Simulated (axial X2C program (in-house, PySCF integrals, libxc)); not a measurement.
# TaSe⁺: from the state search to constants, part 2 of 2

Computed with an in-house X2C program for linear molecules on PySCF integrals; all-electron X2C, Ta dyall-cv3z, Se dyall-cv3z. The steps go on from the part before.

## (9) PBE0, 2c

State followed: Ω = 1 (excess of +ω over −ω: ω = -1/2, ω = 3/2). The scan is laid around 2.215 Å, a first estimate of the minimum, and this SCF restarts from the orbitals of the search.

The SCF at the reference distance of 2.215 Å:

```text
two-component X2C + atomic mean field  PBE0
basis functions 287  fitting functions 1494  grid points 5801
iter        total energy     max residual
   1     -18032.144520154     1.06e-05
   2     -18032.144520160     1.16e-05
   3     -18032.144520163     5.60e-06
   4     -18032.144520164     2.56e-06
converged
one-electron -25936.75422277  Coulomb 7734.57298761  exact exchange -100.51692801  xc functional -308.16902823  nuclear repulsion 592.96516366  atomic mean-field constant -14.24249243
```

Along the bond, energies from the lowest point:

| R (Å) | E (eV) | μ (D) | HOMO (eV) | LUMO (eV) | iterations |
| --- | --- | --- | --- | --- | --- |
| 1.927 | 1.7784 | -3.12 | -12.29 | -9.00 | 14 |
| 2.016 | 0.7253 | -3.40 | -12.38 | -9.07 | 13 |
| 2.082 | 0.2799 | -3.59 | -12.46 | -9.13 | 14 |
| 2.148 | 0.0562 | -3.77 | -12.49 | -9.19 | 15 |
| 2.215 | 0.0000 | -3.92 | -12.52 | -9.25 | 4 |
| 2.292 | 0.0892 | -4.05 | -12.54 | -9.31 | 14 |
| 2.370 | 0.2909 | -4.11 | -12.54 | -9.34 | 15 |
| 2.470 | 0.6454 | -4.07 | -12.50 | -9.33 | 15 |
| 2.591 | 1.1386 | -3.88 | -12.22 | -9.24 | 16 |
| 2.769 | 1.8581 | -3.42 | -11.88 | -9.22 | 19 |

Dipoles are positive if Se is the positive end and refer to the centre of mass.

Outer spinors at the reference distance:

| ω | occupied | ε (eV) | atomic character | λ mixture |
| --- | --- | --- | --- | --- |
| -7/2 | yes | -34.97 | 100% Ta f | 100% φ |
| -5/2 | yes | -34.92 | 100% Ta f | 84% δ, 16% φ |
| -3/2 | yes | -34.89 | 100% Ta f | 69% π, 31% δ |
| -1/2 | yes | -34.85 | 100% Ta f | 52% σ, 48% π |
| 5/2 | yes | -34.84 | 100% Ta f | 88% δ, 12% φ |
| 7/2 | yes | -34.83 | 100% Ta f | 100% φ |
| 1/2 | yes | -34.81 | 100% Ta f | 62% σ, 38% π |
| 3/2 | yes | -34.81 | 100% Ta f | 76% π, 24% δ |
| 1/2 | yes | -24.62 | 67% Se s, 11% Ta d, 10% Ta p | 100% σ |
| -1/2 | yes | -24.20 | 66% Se s, 12% Ta d, 10% Ta p | 100% σ |
| -1/2 | yes | -14.34 | 60% Se p, 21% Ta d, 9% Ta s | 99% σ, 1% π |
| 1/2 | yes | -14.24 | 66% Se p, 17% Ta d, 10% Ta s | 100% σ |
| 1/2 | yes | -13.59 | 46% Se p, 44% Ta d, 4% Ta p | 100% π |
| -1/2 | yes | -13.56 | 60% Se p, 28% Ta d, 4% Ta f | 98% π, 2% σ |
| 3/2 | yes | -13.33 | 57% Se p, 32% Ta d, 4% Ta f | 96% π, 4% δ |
| -3/2 | yes | -13.29 | 46% Se p, 44% Ta d, 3% Ta p | 100% π |
| 3/2 | yes | -12.60 | 95% Ta d, 4% Se p | 95% δ, 5% π |
| -1/2 | yes | -12.52 | 52% Ta s, 39% Ta d, 6% Se p | 98% σ, 2% π |
| -5/2 | no | -9.25 | 99% Ta d | 100% δ |
| 1/2 | no | -8.75 | 41% Ta d, 32% Ta s, 14% Se p | 56% σ, 44% π |
| 1/2 | no | -8.57 | 35% Ta d, 30% Ta s, 18% Ta p | 54% π, 46% σ |
| -3/2 | no | -8.31 | 56% Ta d, 22% Se p, 14% Ta p | 84% π, 16% δ |

PBE0 fields in the half plane through the axis: z from -2.4 to 4.5 Å across, distance from the axis 0.15 to 2.25 Å upwards; Ta lies at z = 0 and Se at z = 2.215 Å; the ELF is damped to zero where the density is low.

log10 density (e/bohr³). Ten even steps from '0' (-4.77 ) to '9' (1.79 ):
```
001122222222222222211000
011222333333333333222110
012233334433344433332210
112233444444444444433211
122334455554555555443321
123345566655555665544321
123345677765566776554322
123456789876567987654332
```

ELF. Ten even steps from '0' (0.00 ) to '9' (0.86 ):
```
000012233221111110000000
000123444432333332210000
000124555434566665431000
000112344334788888764100
000011244324898889986410
000012466533886347998620
000124653553761542899730
001136663654635483599741
```

Re = 2.208 Å, ωe = 377 cm⁻¹, ωexe = 0.963 cm⁻¹, Be = 0.06237 cm⁻¹, De = 4.77 eV, μ = -3.90 D.

## (10) HF, 2c

Output at 2.215 Å:

```text
two-component X2C + atomic mean field  HF
basis functions 287  fitting functions 1494  grid points 5801
iter        total energy     max residual
   1     -18025.526275960     6.28e-01
   2     -18025.583813299     2.42e-02
   3     -18025.586513006     2.45e-02
   4     -18025.590345820     2.59e-03
   5     -18025.591291981     2.85e-03
   6     -18025.592179852     2.25e-03
   7     -18025.592878922     2.08e-03
   8     -18025.594470138     1.55e-03
   9     -18025.595529558     1.16e-03
  10     -18025.595771700     7.74e-04
  11     -18025.595948669     5.12e-04
  12     -18025.595984886     2.65e-04
  13     -18025.596003300     1.90e-04
  14     -18025.596011371     1.24e-04
  15     -18025.596016826     9.11e-05
  16     -18025.596019575     7.04e-05
  17     -18025.596021383     5.04e-05
  18     -18025.596022367     3.22e-05
  19     -18025.596022922     1.76e-05
  20     -18025.596023087     1.22e-05
  21     -18025.596023140     9.41e-06
  22     -18025.596023179     6.05e-06
  23     -18025.596023198     7.89e-06
  24     -18025.596023199     6.20e-06
  25     -18025.596023202     4.98e-06
  26     -18025.596023202     3.11e-06
  27     -18025.596023203     3.00e-06
converged
one-electron -25939.79928620  Coulomb 7737.90737628  exact exchange -402.42678452  xc functional 0.00000000  nuclear repulsion 592.96516366  atomic mean-field constant -14.24249243
```

No constants are quoted: the solution changes its character somewhere along the scan, so the fit is set aside.

## (11) BLYP, 2c

Output at 2.215 Å:

```text
two-component X2C + atomic mean field  BLYP
basis functions 287  fitting functions 1494  grid points 5801
iter        total energy     max residual
   1     -18033.724051467     1.99e-01
   2     -18033.729804364     2.04e-02
   3     -18033.643193081     5.65e-02
   4     -18033.669369075     4.01e-02
   5     -18033.737382384     2.01e-03
   6     -18033.737445748     1.98e-03
   7     -18033.737495245     6.89e-04
   8     -18033.737512432     1.63e-04
   9     -18033.737514230     4.19e-05
  10     -18033.737514369     4.42e-05
  11     -18033.737514440     3.48e-06
  12     -18033.737514440     5.10e-07
converged
one-electron -25934.44684640  Coulomb 7732.18106467  exact exchange 0.00000000  xc functional -410.19440394  nuclear repulsion 592.96516366  atomic mean-field constant -14.24249243
```

Re = 2.247 Å, ωe = 352 cm⁻¹, ωexe = 0.665 cm⁻¹, Be = 0.06022 cm⁻¹, De = 5.35 eV, μ = -3.20 D.

## (12) MP2 and beyond, 2c

Correlated methods: 10 electrons correlated (frozen shells, counted by type: Ta 5 s, 4 p, 2 d, 1 f; Se 3 s, 2 p, 1 d), 332 virtual spinors in MP2, 90 natural virtuals in coupled cluster.

Output of the correlated part at 2.215 Å:

```text
correlated 10  virtual 332  natural virtual 90  E(MP2) -0.219655380  MP2 remainder -0.007712383
iter   CCSD correlation   residual
   1     -0.217553746   1.53e-01
   2     -0.225888243   8.72e-02
   3     -0.232559789   5.29e-02
   4     -0.235140181   2.98e-02
   5     -0.236672706   1.42e-02
   6     -0.236932121   4.70e-03
   7     -0.237018004   1.42e-03
   8     -0.237025200   5.06e-04
   9     -0.237020421   2.38e-04
  10     -0.237025698   1.11e-04
  11     -0.237023885   5.79e-05
  12     -0.237024992   3.14e-05
  13     -0.237024514   1.69e-05
  14     -0.237024245   8.09e-06
  15     -0.237024104   4.05e-06
  16     -0.237024001   2.04e-06
  17     -0.237023963   9.83e-07
  18     -0.237023937   5.47e-07
  19     -0.237023923   2.27e-07
(T) -0.016131556  T1 0.0958  D1 0.1875  max T2 0.074
```

MP2: No constants are quoted: the reference changes its character somewhere along the scan, so the fit is set aside.

CCSD: No constants are quoted: the reference changes its character somewhere along the scan, so the fit is set aside.

CCSD(T): No constants are quoted: the reference changes its character somewhere along the scan, so the fit is set aside.

## (13) A higher determinant, 2c

State: Ω = 3 (excess of +ω over −ω: ω = 1/2, ω = 5/2).

Output at the reference distance:

```text
two-component X2C + atomic mean field  PBE0
basis functions 287  fitting functions 1494  grid points 5801
iter        total energy     max residual
   1     -18032.127287717     1.05e-05
   2     -18032.127287723     1.19e-05
   3     -18032.127287728     9.30e-06
   4     -18032.127287731     2.40e-06
   5     -18032.127287732     2.03e-06
converged
one-electron -25936.34185581  Coulomb 7734.17045619  exact exchange -100.51573146  xc functional -308.16282787  nuclear repulsion 592.96516366  atomic mean-field constant -14.24249243
```

```
R (Å)  E above the lowest PBE0 point (eV)
1.927                               2.226
2.016                               1.180
2.082                               0.740
2.148                               0.521
2.215                               0.469
2.292                               0.563
2.370                               0.768
2.470                               1.125
2.591                               1.619
```

Re = 2.206 Å, ωe = 378 cm⁻¹, ωexe = 0.979 cm⁻¹, Be = 0.06249 cm⁻¹, μ = -3.81 D. Te = 0.47 eV.

## (14) The 2c curves together

Energy (eV) of the followed determinant, 2c, from each level's lowest point:

```
R (Å)   PBE0  HF (jumps)  MP2 (its reference jumps)  CCSD (its reference jumps)  CCSD(T) (its reference jumps)   BLYP
1.927  1.778       2.236                      1.611                         n/a                            n/a  2.105
2.016  0.725       1.077                      0.527                       0.847                          0.850  0.950
2.082  0.280       0.553                      0.124                       0.351                          0.345  0.428
2.148  0.056       0.240                      0.000                       0.087                          0.081  0.129
2.215  0.000       0.073                      0.076                       0.000                          0.000  0.000
2.292  0.089       0.000                      0.298                       0.057                          0.068  0.011
2.370  0.291       0.014                      0.555                       0.225                          0.245  0.146
2.470  0.645       0.127                      0.906                       0.545                          0.580  0.441
2.591  1.139       0.305                      1.636                         n/a                            n/a  0.903
2.769  1.858       0.527                      2.293                         n/a                            n/a  1.627
```

Time for the job: 6.3 min (1 thread of Arm Neoverse V1, shared host); peak memory 0.83 GiB.

## (15) Constants

The summary covers parts 1 to 2.

Lowest determinant that the search found at its distance, spin-free: M_S = 1, Λ = 2 (beyond closed shells: σα, δ+α).

Lowest determinant that the search found at its distance, 2c: Ω = 1 (excess of +ω over −ω: ω = -1/2, ω = 3/2).

```tsv
Hamiltonian	level	Re (Å)	ωe (cm⁻¹)	De (eV)	μ (D)
spin-free	PBE0	2.206	380	4.82	-3.88
spin-free	BLYP	2.244	355	5.44	-3.17
2c	PBE0	2.208	377	4.77	-3.90
2c	BLYP	2.247	352	5.35	-3.20
```

Dipoles are positive if Se is the positive end and refer to the centre of mass. No constants: spin-free HF (the solution changes its character somewhere along the scan, so the fit is set aside); spin-free MP2 (the reference changes its character somewhere along the scan, so the fit is set aside); spin-free CCSD (the reference changes its character somewhere along the scan, so the fit is set aside); spin-free CCSD(T) (the reference changes its character somewhere along the scan, so the fit is set aside); 2c HF (the solution changes its character somewhere along the scan, so the fit is set aside); 2c MP2 (the reference changes its character somewhere along the scan, so the fit is set aside); 2c CCSD (the reference changes its character somewhere along the scan, so the fit is set aside); 2c CCSD(T) (the reference changes its character somewhere along the scan, so the fit is set aside).

Time per point (s) on 1 thread of Arm Neoverse V1, shared host (2c runs); the times are rough: PBE0 2.3, BLYP 0.8.

In words: At PBE0, going from spin-free to two-component changes Re by +3 mÅ, ωe by -0.7 %, which is small (part of it comes from the scalar share of the two-electron terms). It costs about 1.6 times the time. De moves by -0.05 eV; both De rest on single-determinant atoms, which can miss part of an open shell's spin–orbit lowering.

De refers to Ta+ + Se, each in the lowest determinant found, which need not be this curve's own limit. The state is a single determinant with fixed occupations, the lowest that a limited PBE0 search found. Dissociation energies refer to the lowest single-determinant-based atoms at the same level and basis. Density functionals use the spin component along the axis (collinear). With several unpaired electrons one determinant need not be a pure state. The spin-free determinant is spin-contaminated at some levels.
